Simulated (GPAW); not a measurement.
# NbCu in GPAW: convergence with k mesh

Crystal: NbCu.

```
CELL_PARAMETERS angstrom
0.00000 2.56221 2.56221
2.56221 0.00000 2.56221
2.56221 2.56221 0.00000
ATOMIC_POSITIONS crystal
Nb 0.00000 0.00000 0.00000
Cu 0.50000 0.50000 0.50000
```

The cell was built by a generator and needn't be a form met in nature.

* Program: GPAW 26.7.0
* Task: convergence study
* Functional: LDA
* Potentials or basis: the program's PAW data sets (release 1.2.1) made for this functional
* Cutoff: 600 eV
* Basis: pw
* k mesh: 2 × 2 × 2
* Occupations: fermi-dirac, width 0.05 eV
* Spin: no spin polarisation

These are the settings of the first run; the series varies k mesh, with any setting tied to it.

Hardware: 1 thread of Arm Neoverse V1 (shared host).

```tsv
k mesh	energy less the tightest run, at zero smearing (meV/atom)	pressure (GPa)	SCF cycles	CPU time (s)	peak memory (GiB)
2 × 2 × 2	-246.50	-11.79	11	4.7	0.14
3 × 3 × 3	19.21	-9.57	10	5.2	0.14
4 × 4 × 4	-13.60	-10.03	10	7.9	0.15
5 × 5 × 5	-6.39	-10.15	11	9.6	0.15
6 × 6 × 6	-1.60	-10.11	11	14	0.15
7 × 7 × 7	-0.34	-10.03	11	17	0.15
8 × 8 × 8	6.23	-9.88	11	23	0.16
10 × 10 × 10	0.58	-10.01	11	36	0.17
12 × 12 × 12	0.00	-10.00	11	54	0.18
```

Against the tightest run, the energy stays within 1 meV/atom from 10 × 10 × 10 on; the pressure stays within 0.1 GPa from 10 × 10 × 10 on. Meshes of other sizes hit other points, so gaps and Fermi surfaces needn't settle smoothly. The tightest run that finished is the yardstick and may itself not be fully converged.

Caveat, for the tightest run too: with this Cu data set, volumes or pressures lay over 1.5 % or 2 GPa off other programs in two to four cells of ten.
